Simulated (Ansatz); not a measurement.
# ZrSi+ (quartet): from Hartree-Fock to the top rungs, def2-QZVPP

The task here is to estimate one member of a computed series from the others.

The runs use Ansatz 0.2.0, Gaussian basis; def2-QZVPP, core rule «outside noble gas», up to 9 orbitals frozen.

The runs, in order: UHF; ROHF; CCSD(T) on UHF.

## The system

The geometry is a PBE0/def2-TZVP stationary point (not a proven minimum) of the parent state, kept for this charge and spin. No spin-orbit coupling is included. Elements past krypton take def2 core potentials.

2 atoms, charge 1, spin multiplicity 4.

Atoms are counted from 1 here; the program's logs count them from 0.

Bond lengths: Zr1–Si2 2.518 Å.

The first run:

File in.yaml:

```yaml
crystal:
  periodic: [false, false, false]
  atoms:
    - {symbol: Zr, position_ang: [0.000000, 0.000000, 0.000000]}
    - {symbol: Si, position_ang: [0.000000, 0.000000, 2.518200]}
basis:
  gaussian: {orbitals: "def2-QZVPP.json"}
total_charge: 1
magnetization: {spin_polarized: true, initial_magnetization: 3}
hamiltonian: {xc: hf}
output: {orbitals: {seedname: orbitals}}
```

On the command line:

```
$ ansatz run in.yaml --threads 1 --pin off --events-out ev --progress --plain --max-ram 4096MiB --backend cpu
```

Among the steps run: UHF; ROHF; CCSD(T) on UHF.

One of the session's tables, all rows but one given; the rest of the session is left out.

It belongs to the step «Misses and costs». 

| method | from UCCSD(T) (meV) |
| --- | --- |
| ROHF | +4869.4 |
| UMP2 | +1038.5 |
| UCCSD | ? |
| UCCSD(T) | 0 |

Estimate the missing values for UCCSD.

The run gave: from UCCSD(T) (meV): +335.8. In the column «from UCCSD(T) (meV)» it lies between UCCSD(T) (0) and UMP2 (+1038.5).

Left out of the table: UHF (another determinant or state than the rows shown).

To keep in mind: The determinant is far from a pure spin state, so its energy mixes those of several spin states (harmless only where they are near-degenerate, as at dissociation). Warnings: spin contamination; coupled cluster took another determinant than the lowest.
